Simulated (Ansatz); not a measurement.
# C₄H₁₅GeN₃O: up Jacob's ladder to CCSD(T)

The task here is to estimate one member of a computed series from the others.

Computed with Ansatz 0.2.0, Gaussian basis. Level: functionals in def2-TZVPP, the program's frozen cores in correlated methods.

Plan: LDA (SPW92), PBE-D4, revPBE-D4, BLYP-D4, r2SCAN-D4, B97M-V, PBE0-D4, B3LYP-D4, r2SCANh-D4, r2SCAN0-D4, HSE06-D4, BHLYP-D4, CAM-B3LYP-D4, LC-ωPBE, ωB97X-V, ωB97M-V, B2PLYP, PBE-QIDH; CCSD(T)/def2-SVP; CCSD(T)/def2-TZVPP; MP2/def2-QZVPP; extrapolation to the limit.

## Structure used throughout

An earlier PBE0-D4 in a triple-zeta def2 set relaxation fixed the geometry.

SMILES `C[NH][Ge]([NH]C)([NH]C)[O]C`, 24 atoms, charge 0, spin multiplicity 1.

Atoms are counted from 1 here; the program's logs count them from 0.

Bond lengths: C1–N2 1.449 Å, C1–H10 1.093 Å, C1–H11 1.099 Å, C1–H12 1.094 Å, N2–Ge3 1.825 Å, N2–H13 1.009 Å, Ge3–N4 1.812 Å, Ge3–N6 1.817 Å, Ge3–O8 1.780 Å, N4–C5 1.448 Å, N4–H14 1.008 Å, C5–H15 1.098 Å, C5–H16 1.095 Å, C5–H17 1.092 Å, N6–C7 1.447 Å, N6–H18 1.009 Å, C7–H19 1.094 Å, C7–H20 1.093 Å and more. Angles: N2–C1–H10 109.4°, N2–C1–H11 114.2°, N2–C1–H12 110.7°, H10–C1–H11 107.3°, H10–C1–H12 107.1°, H11–C1–H12 107.8°, C1–N2–Ge3 120.4°, C1–N2–H13 113.1°, Ge3–N2–H13 114.1°, N2–Ge3–N4 103.4°, N2–Ge3–N6 121.7°, N2–Ge3–O8 106.3°, N4–Ge3–N6 107.8°, N4–Ge3–O8 118.3°, N6–Ge3–O8 100.3°, Ge3–N4–C5 122.1°, Ge3–N4–H14 115.0°, C5–N4–H14 113.8° and more.

Set-up of the first run:

in.yaml

```yaml
crystal:
  periodic: [false, false, false]
  atoms:
    - {symbol: C, position_ang: [0.777977, -1.082409, -2.467130]}
    - {symbol: N, position_ang: [1.140298, -0.792335, -1.094478]}
    - {symbol: Ge, position_ang: [-0.026416, 0.082157, 0.003333]}
    - {symbol: N, position_ang: [0.895241, 0.241673, 1.555409]}
    - {symbol: C, position_ang: [0.302611, 0.809874, 2.748441]}
    - {symbol: N, position_ang: [-1.662745, -0.602556, 0.398026]}
    - {symbol: C, position_ang: [-1.808205, -1.994312, 0.767828]}
    - {symbol: O, position_ang: [-0.501613, 1.568791, -0.853126]}
    - {symbol: C, position_ang: [0.492164, 2.506125, -1.184883]}
    - {symbol: H, position_ang: [0.252623, -0.223914, -2.892140]}
    - {symbol: H, position_ang: [0.124101, -1.957443, -2.585787]}
    - {symbol: H, position_ang: [1.672112, -1.247261, -3.076442]}
    - {symbol: H, position_ang: [1.637783, -1.548374, -0.648424]}
    - {symbol: H, position_ang: [1.876097, 0.448941, 1.449424]}
    - {symbol: H, position_ang: [0.392829, 1.902186, 2.810133]}
    - {symbol: H, position_ang: [0.755100, 0.382420, 3.649110]}
    - {symbol: H, position_ang: [-0.761747, 0.567526, 2.768768]}
    - {symbol: H, position_ang: [-2.395816, -0.263498, -0.206105]}
    - {symbol: H, position_ang: [-2.765047, -2.159312, 1.272206]}
    - {symbol: H, position_ang: [-1.023957, -2.266463, 1.479169]}
    - {symbol: H, position_ang: [-1.747024, -2.698436, -0.074174]}
    - {symbol: H, position_ang: [1.296022, 2.064238, -1.787218]}
    - {symbol: H, position_ang: [0.946059, 2.956196, -0.292036]}
    - {symbol: H, position_ang: [0.026455, 3.305787, -1.766506]}
basis:
  gaussian: {orbitals: def2-TZVPP}
hamiltonian: {xc: lda}
output: {orbitals: {seedname: orbitals}}
```

Among the steps run: LDA; PBE-D4 (GGA); revPBE-D4 (GGA); BLYP-D4 (GGA); r2SCAN-D4 (meta-GGA); B97M-V (meta-GGA); PBE0-D4 (hybrid); B3LYP-D4 (hybrid); r2SCANh-D4 (hybrid); r2SCAN0-D4 (hybrid); HSE06-D4 (hybrid); BHLYP-D4 (hybrid); CAM-B3LYP-D4 (range-separated); LC-ωPBE (range-separated); ωB97X-V (range-separated); ωB97M-V (range-separated); B2PLYP (double hybrid); PBE-QIDH (double hybrid).

One of the session's tables, all rows but one given; the rest of the session is left out.

It belongs to the step «Orbital energies across the functionals». 

```
  functional  HOMO (eV)  LUMO (eV)  gap (eV)
 LDA (SPW92)      -5.09      -0.46      4.63
      PBE-D4      -4.94      -0.22      4.72
   revPBE-D4      -4.88      -0.09      4.79
     BLYP-D4      -4.83      -0.19      4.64
   r2SCAN-D4      -5.21       0.31      5.52
      B97M-V      -5.35      -0.09      5.27
     PBE0-D4      -6.33       0.64      6.97
    B3LYP-D4      -6.10       0.33      6.43
  r2SCANh-D4      -5.73       0.60      6.33
  r2SCAN0-D4      -6.52       1.00      7.52
    HSE06-D4      -5.93       0.27      6.20
    BHLYP-D4          ?          ?         ?
CAM-B3LYP-D4      -7.74       1.45      9.19
     LC-ωPBE      -9.10       2.76     11.86
     ωB97X-V      -8.76       2.50     11.26
     ωB97M-V      -8.68       2.08     10.76
```

Q: Estimate the row for BHLYP-D4 from the others.

Worked estimate for «HOMO (eV)». Against the share of exact exchange, BLYP-D4 (0, -4.83), B3LYP-D4 (0.2, -6.10) give a slope of -6.35 per unit share; at 0.5 the line stands at -8.00.

The run gave: HOMO (eV): -7.65; LUMO (eV): 1.31; gap (eV): 8.97. In «HOMO (eV)» the line misses by -0.35.
